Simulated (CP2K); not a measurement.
# One shape, several levels: C2H5BN2 (SMILES B1C=NCN1)

Aim: a comparison of 3 runs (PM3, PM6, IPEA1-xTB) of C2H5BN2. 

The results are computed with CP2K 2026.2.

## 1. The structure to begin with

C2H5BN2 has 10 atoms, charge 0, and is taken as a singlet. As SMILES, `B1C=NCN1`. The shape is that of a GFN2-xTB optimisation.

Bond lengths: B1–C2 1.568 Å, C2–N3 1.279 Å, N3–C4 1.425 Å, B1–N5 1.383 Å, C4–N5 1.450 Å, B1–H6 1.163 Å, C2–H7 1.082 Å, C4–H8 1.098 Å, C4–H9 1.098 Å, N5–H10 1.006 Å. Some angles: B1–C2–N3 111.5°, C2–B1–N5 101.1°, C2–N3–C4 109.6°, N3–C4–N5 106.8°, B1–N5–C4 110.9°, B1–C2–H7 131.7°, N3–C2–H7 116.8°, C2–B1–H6 132.8°, N5–B1–H6 126.0°, N3–C4–H8 109.2°.

## 2. A single-point energy at PM3 (run 1)

molecule.xyz reads:

```xyz
10

B      0.091120     1.151660    -0.454560
C      1.175370     0.517350     0.483540
N      0.862380    -0.675580     0.821620
C     -0.381910    -1.031230     0.224870
N     -0.820260     0.115140    -0.547960
H      0.000790     2.190720    -0.969110
H      2.105750     0.906450     0.874680
H     -0.240280    -1.919490    -0.404320
H     -1.099700    -1.291940     1.013130
H     -1.693250     0.036900    -1.041890
```

qs.inp reads:

```
&GLOBAL
    PROJECT qs
    RUN_TYPE ENERGY
    PRINT_LEVEL MEDIUM
&END
&FORCE_EVAL
    METHOD QUICKSTEP
    &DFT
        CHARGE 0
        MULTIPLICITY 1
        # Quickstep
        &QS
            METHOD PM3
            EPS_DEFAULT 1.0E-10
            &SE
                &COULOMB
                    CUTOFF [angstrom] 50
                    RC_RANGE [angstrom] 0
                &END
                &EXCHANGE
                    CUTOFF [angstrom] 50
                    RC_RANGE [angstrom] 0
                &END
            &END
        &END
        &POISSON
            PERIODIC NONE
            POISSON_SOLVER ANALYTIC
        &END
        &SCF
            SCF_GUESS ATOMIC
            EPS_SCF 1.0E-07
            MAX_SCF 150
            ADDED_MOS 4
            LEVEL_SHIFT 0.5
            MAX_DIIS 8
            &DIAGONALIZATION
                ALGORITHM STANDARD
            &END
            &MIXING
                METHOD DIRECT_P_MIXING
                ALPHA 0.4
            &END
        &END
        # extra output
        &PRINT
            &MOMENTS
                PERIODIC F
                REFERENCE COM
                MAX_MOMENT 1
            &END
            &MO ON
                ENERGIES T
                OCCUPATION_NUMBERS T
                NDIGITS 6
                &EACH
                    QS_SCF 0
                &END
                ADD_LAST NUMERIC
            &END
            &HIRSHFELD OFF
            &END
        &END
    &END
    # structure
    &SUBSYS
        # box in angstrom
        &CELL
            ABC [angstrom] 15.8 16.1 14.1
            PERIODIC NONE
        &END
        &TOPOLOGY
            COORD_FILE_NAME molecule.xyz
            COORD_FILE_FORMAT XYZ
            &CENTER_COORDINATES
            &END
        &END
    &END
&END
```

Launch:

```bash
OMP_NUM_THREADS=1 cp2k.psmp -i qs.inp -o qs.out
```

Standard output:

```text
CP2K| version string:                                       CP2K version 2026.2
[...]
 GLOBAL| Method name                                                        CP2K
[...]
 GLOBAL| Run type                                                         ENERGY
[...]
                             - Atoms:                                         10
[...]
                             - Spherical basis functions:                     25
[...]
 Number of electrons:                                                         26
[...]
     1 P_Mix/Diag. 0.40E+00    0.0     0.69700004       -18.3614881134 -1.84E+01
[...]
    39 DIIS/Diag.  0.82E-07    0.0     0.00000008       -25.5942426483 -1.42E-14
  *** SCF run converged in    39 steps ***
  Core-core repulsion energy [eV]:                           1848.40231321691112
  Core Hamiltonian energy [eV]:                             -1074.68430581924190
  Two-electron integral energy [eV]:                        -2940.34553723435783
  Electronic energy [eV]:                                   -2544.85707443642059
  Total energy [eV]:                                         -696.45476121950969
  Atomic reference energy [eV]:                               696.96638253372407
  Heat of formation [kcal/mol]:                                11.79826872303471
[...]
 SE_DIPOLE| Moment [Debye]          2.15658681       0.45517338       1.10577102
 SE_DIPOLE| Derivative [a.u.]       0.00000000       0.00000000       0.00000000
 ENERGY| Total FORCE_EVAL ( QS ) energy [hartree]            -25.594242648254962
[...]
```

Run time: 0.28 s. Hardware: 1 thread of Arm Neoverse V1, shared host.

## 3. Energy and gradient at PM6 (run 2)

molecule.xyz is that of step 2.

run.py reads:

```python
import numpy as np
from ase.io import read
from ase.calculators.cp2k import CP2K

atoms = read("molecule.xyz")
atoms.set_cell([19.8, 20.1, 18.1])
atoms.center()
template = """
&FORCE_EVAL
  METHOD QUICKSTEP
  &DFT
    &QS
      METHOD PM6
      EPS_DEFAULT 1.0E-10
      &SE
        &COULOMB
          CUTOFF [angstrom] 50
          RC_RANGE [angstrom] 0
        &END COULOMB
        &EXCHANGE
          CUTOFF [angstrom] 50
          RC_RANGE [angstrom] 0
        &END EXCHANGE
      &END SE
    &END QS
    # no periodic images
    &POISSON
      PERIODIC NONE
      POISSON_SOLVER ANALYTIC
    &END POISSON
    &SCF
      SCF_GUESS ATOMIC
      EPS_SCF 1.0E-06
      MAX_SCF 80
      ADDED_MOS 6
      &DIAGONALIZATION
        ALGORITHM STANDARD
      &END DIAGONALIZATION
      &MIXING
        METHOD DIRECT_P_MIXING
        ALPHA 0.4
      &END MIXING
      &SMEAR ON
        METHOD FERMI_DIRAC
        ELECTRONIC_TEMPERATURE [K] 300
      &END SMEAR
    &END SCF
    &PRINT
      &MOMENTS
        PERIODIC F
        REFERENCE COM
        MAX_MOMENT 1
      &END MOMENTS
      &MO ON
        ENERGIES T
        OCCUPATION_NUMBERS T
        NDIGITS 6
        &EACH
          QS_SCF 0
        &END EACH
        ADD_LAST NUMERIC
      &END MO
      &HIRSHFELD OFF
      &END HIRSHFELD
    &END PRINT
  &END DFT
  &SUBSYS
  &END SUBSYS
&END FORCE_EVAL
"""
cp2k = CP2K(command="cp2k.psmp -s", label="run", inp=template, basis_set=None, basis_set_file=None, potential_file=None, pseudo_potential=None, xc=None, cutoff=None, max_scf=None, charge=None, uks=False,
            force_eval_method=None, print_level="LOW", poisson_solver=None, stress_tensor=False)
atoms.calc = cp2k
print("E / eV:", round(atoms.get_potential_energy(), 6))
forces = atoms.get_forces()
print(np.array2string(forces, precision=5, suppress_small=True))
print("largest force / (eV/A): %.4f" % np.linalg.norm(forces, axis=1).max())
```

Launch:

```bash
OMP_NUM_THREADS=1 python run.py
```

Standard output:

```text
E / eV: -727.140738
[[-0.00688  0.3003  -0.1348 ]
 [ 1.87926  1.22243  0.59365]
 [ 1.58992 -0.92805  1.37548]
 [-1.22302 -1.66645 -0.00621]
 [-2.03539  0.57178 -1.4878 ]
 [ 0.11201  0.53674 -0.16989]
 [ 0.15059  0.60398 -0.17453]
 [-0.01874 -0.66362 -0.41326]
 [-0.56006 -0.27229  0.4808 ]
 [ 0.11232  0.29517 -0.06343]]
largest force / (eV/A): 2.5852
```

run.out:

```text
CP2K| version string:                                       CP2K version 2026.2
 CP2K| Input file name                                                   run.inp

[... 19 lines left out ...]
 *** WARNING in qs_kind_types.F:2264 :: Information provided in the input ***
[... 5 lines left out ...]
 *** WARNING in qs_kind_types.F:2264 :: Information provided in the input ***
[... 80 lines left out ...]
  *** SCF run converged in    17 steps ***
[... 6 lines left out ...]
  Fermi energy:                                                -0.02374965887351
[... 4 lines left out ...]
  Heat of formation [kcal/mol]:                                17.04969347339177
[... 14 lines left out ...]
 SE_DIPOLE| Moment [a.u.]           0.94018267       0.14935103       0.50370548
[... 1 line left out ...]
 SE_DIPOLE| Derivative [a.u.]       0.00000000       0.00000000       0.00000000
[... 27 lines left out ...]
 -------------------------------------------------------------------------------
```

Run time: 0.8 s. Hardware: 1 thread of Arm Neoverse V1, shared host.

## 4. Energy and gradient at IPEA1-xTB (run 3)

molecule.xyz is that of step 3.

run.inp reads:

```
&GLOBAL
    PROJECT_NAME run
    RUN_TYPE ENERGY_FORCE
    PRINT_LEVEL MEDIUM
&END GLOBAL

&FORCE_EVAL
    METHOD Quickstep
    &DFT
        CHARGE 0
        MULTIPLICITY 1
        &QS
            METHOD XTB
            EPS_DEFAULT 1.0E-10
            &XTB
                GFN_TYPE TBLITE
                &TBLITE
                    METHOD IPEA1
                &END TBLITE
                CHECK_ATOMIC_CHARGES F
            &END XTB
        &END QS
        # no periodic images
        &POISSON
            PERIODIC NONE
            POISSON_SOLVER ANALYTIC
        &END POISSON
        &SCF
            SCF_GUESS ATOMIC
            EPS_SCF 1.0E-07
            MAX_SCF 150
            ADDED_MOS 4
            MAX_DIIS 12
            &DIAGONALIZATION
                ALGORITHM STANDARD
            &END DIAGONALIZATION
            &MIXING
                METHOD DIRECT_P_MIXING
                ALPHA 0.4
            &END MIXING
            &SMEAR ON
                METHOD FERMI_DIRAC
                ELECTRONIC_TEMPERATURE [K] 300
            &END SMEAR
        &END SCF
        # extra output
        &PRINT
            &MOMENTS
                PERIODIC F
                REFERENCE COM
                MAX_MOMENT 1
            &END MOMENTS
            &MO ON
                ENERGIES T
                OCCUPATION_NUMBERS T
                NDIGITS 6
                &EACH
                    QS_SCF 0
                &END EACH
                ADD_LAST NUMERIC
            &END MO
            &HIRSHFELD OFF
            &END HIRSHFELD
        &END PRINT
    &END DFT
    # structure
    &SUBSYS
        # box in angstrom
        &CELL
            ABC [angstrom] 11.8 12.1 10.1
            PERIODIC NONE
        &END CELL
        &TOPOLOGY
            COORD_FILE_NAME molecule.xyz
            COORD_FILE_FORMAT XYZ
            &CENTER_COORDINATES
            &END CENTER_COORDINATES
        &END TOPOLOGY
    &END SUBSYS
    # extra output
    &PRINT
        &FORCES ON
        &END FORCES
    &END PRINT
&END FORCE_EVAL
```

Launch:

```bash
OMP_NUM_THREADS=1 cp2k.psmp -i run.inp > run.out 2>&1
```

Standard output:

```text
CP2K| version string:                                       CP2K version 2026.2
[...]
 GLOBAL| Method name                                                        CP2K
[...]
 GLOBAL| Run type                                                   ENERGY_FORCE
[...]
                             - Atoms:                                         10
[...]
                             - Spherical basis functions:                     35
[...]
 Number of electrons:                                                         26
[...]
  *** SCF run converged in    18 steps ***
[...]
  Fermi energy:                                                -0.30569378459382
[...]
 TB_DIPOLE| Moment [Debye]         -1.74256568      -0.93550053      -0.64170400
 TB_DIPOLE| Derivative [a.u.]       0.00000000       0.00000000       0.00000000
[...]
 ENERGY| Total FORCE_EVAL ( QS ) energy [hartree]            -16.891169588092072
 FORCES| Atomic forces [hartree/bohr]
 FORCES|   Atom     x               y               z               |f|
 FORCES|      1  7.46310366E-03  9.14113980E-03  5.27161421E-04   1.18125464E-02
 FORCES|      2  1.26769646E-02  2.68770326E-03  6.38950603E-03   1.44483551E-02
 FORCES|      3 -2.11265172E-03 -3.68009821E-03  3.75999504E-04   4.26002298E-03
 FORCES|      4 -7.30770413E-03 -2.22965657E-02  5.35163592E-03   2.40661461E-02
 FORCES|      5 -1.88853710E-03 -3.55096380E-03  3.86440852E-04   4.04045205E-03
 FORCES|      6 -1.83171347E-03  1.04498507E-02 -5.73585300E-03   1.20604545E-02
 FORCES|      7  2.27116513E-03  3.69473292E-03 -2.23343589E-04   4.34270937E-03
 FORCES|      8 -2.73213802E-03  6.17362166E-03  1.44325394E-03   6.90370657E-03
 FORCES|      9  1.72704969E-03  2.80753033E-03 -5.89094205E-03   6.75041668E-03
 FORCES|     10 -8.26553860E-03 -5.42695093E-03 -2.62385903E-03   1.02301301E-02
 FORCES| Sum    -1.45716772E-16 -6.29704622E-16 -2.04263689E-16
 FORCES| Total atomic force                                       6.77853187E-16
[...]
```

Run time: 0.26 s. Hardware: 1 thread of Arm Neoverse V1, shared host.

## 5. All runs side by side

```csv
run,level,task,SCF convergence threshold,energy (Eh),dipole moment (D),HOMO energy (eV),LUMO energy (eV),wall time
1,PM3,energy,1e-07,-25.594243,2.47,-10.18,0.08,0.28 s
2,PM6,gradient,1e-06,-26.721932,2.74,-10.12,0.25,0.8 s
3,IPEA1-xTB,gradient,1e-07,-16.891170,2.08,-12.02,-7.42,0.26 s
```

## 6. Outcome

```
                                        quantity         value
                             run 3: total energy  -16.89117 Eh
run 3: dipole moment (from atomic charges alone)        2.08 D
                              run 3: HOMO energy     -12.02 eV
                              run 3: LUMO energy      -7.42 eV
                            run 3: HOMO–LUMO gap       4.59 eV
                 run 3: largest force on an atom    1.238 eV/Å
```

**Reading.** The dipole moment (its size) runs from 2.08 D (IPEA1-xTB) to 2.74 D (PM6). Some of these are taken from atomic charges alone. The HOMO–LUMO gap runs from 4.59 eV (IPEA1-xTB) to 10.37 eV (PM6). Force-field and semi-empirical energies have zeros of their own, so their totals don't compare. All runs together took 1.3 s, the longest 0.8 s.
